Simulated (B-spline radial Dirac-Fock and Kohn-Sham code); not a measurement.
**Inner shells of Mo**

Wanted for neutral molybdenum: its X-ray form factor and Compton profile and the binding energy of each subshell.

Method: a free atom or ion on a radial basis; each step names its model; computed with B-spline radial Dirac-Fock and Kohn-Sham code, version 2.

## 1. The system

The Mo atom, configuration [Kr] 4d5 5s1.

```
nuclear charge     : 42
electrons          : 42
mass number        : 98
nuclear rms radius : 4.4091 fm
```

Outer shells as boxes (Hund's rule, for the drawing alone; heavy ions are jj-coupled, and the calculation averages over the configuration):

```
[Kr] core
4d [↑ ][↑ ][↑ ][↑ ][↑ ]
5s [↑ ]
```

## 2. Form factor and Compton profile

Model: Dirac-Fock average of configuration, finite nucleus; form factor of the spherical density, Waller-Hartree incoherent function, impulse-approximation Compton profiles.

Recorded inputs:

```ini
task = scatter
Z = 42
charge = 0
configuration = 1s2 2s2 2p6 3s2 3p6 3d10 4s2 4p6 4d5 5s1
mass_number = 98
rms_radius = 4.4091  # fm
s = [0.0, 0.05, 0.1, 0.15, 0.2, 0.25, 0.3, 0.35, 0.4, 0.45, 0.5, 0.6, 0.7, 0.8, 0.9, 1.0, 1.1, 1.2, 1.4, 1.6, 1.8, 2.0, 2.5, 3.0, 3.5, 4.0, 5.0, 6.0]  # 1/A
pz = [0, 0.1, 0.2, 0.3, 0.4, 0.5, 0.6, 0.8, 1.0, 1.2, 1.4, 1.6, 1.8, 2.0, 2.5, 3.0, 4.0, 5.0, 7.0, 10.0, 15.0, 20.0, 30.0, 40.0, 60.0, 100.0]  # a.u.
photon_energy = [1000, 2000, 5000, 8047.8, 10000, 17479.3, 20000, 30000, 50000, 100000, 200000, 500000, 1000000]  # eV
```

## 3. Hole states by ΔSCF

Model: Dirac-Fock average of configuration, Delta-SCF, finite nucleus, first-order Breit with its frequency dependence, self-energy and vacuum polarisation.

Settings, as recorded:

```ini
task = binding
```

Before running it: what results should come out? Wanted: rms radius of the electron cloud; form factor halves at; Compton profile at zero; deepest level listed, K; least bound, O1; Kα1.

As calculated:

| quantity | value |
| --- | --- |
| rms radius of the electron cloud | 1.18 bohr |
| form factor halves at | 0.54 1/Å |
| Compton profile at zero | 8.478 1/a.u. |
| deepest level listed, K (1s) | 20007.0 eV |
| least bound, O1 (5s) | 5.61 eV |
| Kα1 | 17477.8 eV |
| ionisation energy, NIST (measured) | 7.09243 eV |

What this shows: The form factor starts at the 42 electrons and halves by s = 0.54 1/Å. Incoherent scattering outweighs coherent from 100 keV on, among the energies asked. Up to 2 1/Å f stays within 0.32 % of the table. The K (1s) level lies 60.3 eV under Koopmans' value by relaxation alone; Breit gives -36.28 and QED -18.08 eV. NIST's ionisation energy differs by +1.48 eV from the least binding energy; the calculation averages open shells over their j components and terms. Kα1 misses the table by -1.5 eV. The Hartree-Fock and Dirac-Fock values hold no electron correlation.
